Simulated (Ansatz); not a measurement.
# BrCuH₃N, SMILES [NH3+][Cu-][Br]: a short molecular-dynamics run

Computed with the Ansatz DFT code, driven from Python.

Input file `brcuh3n.xyz`:
```text
6

N    -0.52570   -0.22010    0.15190
Cu    1.11000    0.99160   -0.31160
Br    2.24700   -0.43310   -0.55860
H    -1.02290   -1.05620   -0.01290
H    -1.05020    0.54600   -0.45360
H    -0.71610    0.10780    1.13850
```

`md.py`:
```python
import ansatz as az
import numpy as np


def main() -> None:
    brcuh3n = az.Crystal.molecule_from_extxyz('brcuh3n.xyz')

    job = brcuh3n.calculation()
    job = job.basis(gaussian='def2-SVP')
    job = job.functional('blyp', dispersion='d3bj')
    job = job.md('nvt_langevin', timestep=0.25, steps=30, temperature=500, initial_velocities='maxwell_boltzmann', seed=33, friction=0.01)
    frames = []
    job.session().plan().execute(on_event=lambda e: frames.append(e['data']) if e['event'] == 'md_step' else None)
    print('t (fs)   E_pot (eV)      E_kin (eV)   T (K)   d(0-1) (A)')
    for f in frames[::3]:
        xyz = np.array(f['positions_ang'])
        print(f'{f["time_fs"]:6.2f} {f["lagrangian_ev"]:14.5f} {f["e_kin_ev"]:10.5f} {f["temperature_k"]:8.1f} {np.linalg.norm(xyz[0] - xyz[1]):9.4f}')
    print('mean temperature', round(float(np.mean([f['temperature_k'] for f in frames])), 1), 'K')


if __name__ == '__main__':
    main()
```

```console
$ python md.py
t (fs)   E_pot (eV)      E_kin (eV)   T (K)   d(0-1) (A)
  0.00  -116210.96676    0.32315    416.7    2.0877
  0.75  -116211.02238    0.38926    501.9    2.0881
  1.50  -116211.08034    0.42845    552.4    2.0884
  2.25  -116211.11666    0.46382    598.0    2.0890
  3.00  -116211.13196    0.44438    573.0    2.0898
  3.75  -116211.15198    0.44190    569.8    2.0921
  4.50  -116211.22001    0.51863    668.7    2.0962
  5.25  -116211.36203    0.64407    830.5    2.1014
  6.00  -116211.54984    0.85059   1096.7    2.1074
  6.75  -116211.72738    0.99133   1278.2    2.1140
  7.50  -116211.86137    1.16451   1501.5    2.1213
mean temperature 769.4 K
```

Notes:
- Total energies depend on the basis set; only differences at equal settings carry meaning.
- The trajectory is only some femtoseconds long, so its temperature is not equilibrated; where the script doesn't relax first, it starts from a rough generated geometry.
- The printed temperature counts all 3N degrees of freedom under Langevin dynamics, so the first row lies under the target.
- Run time: 2.1 min on 1 thread of Arm Neoverse V1, with other jobs on the host, peak memory 0.21 GiB.

(Lines on the test bed's own set-up are left out of the output.)
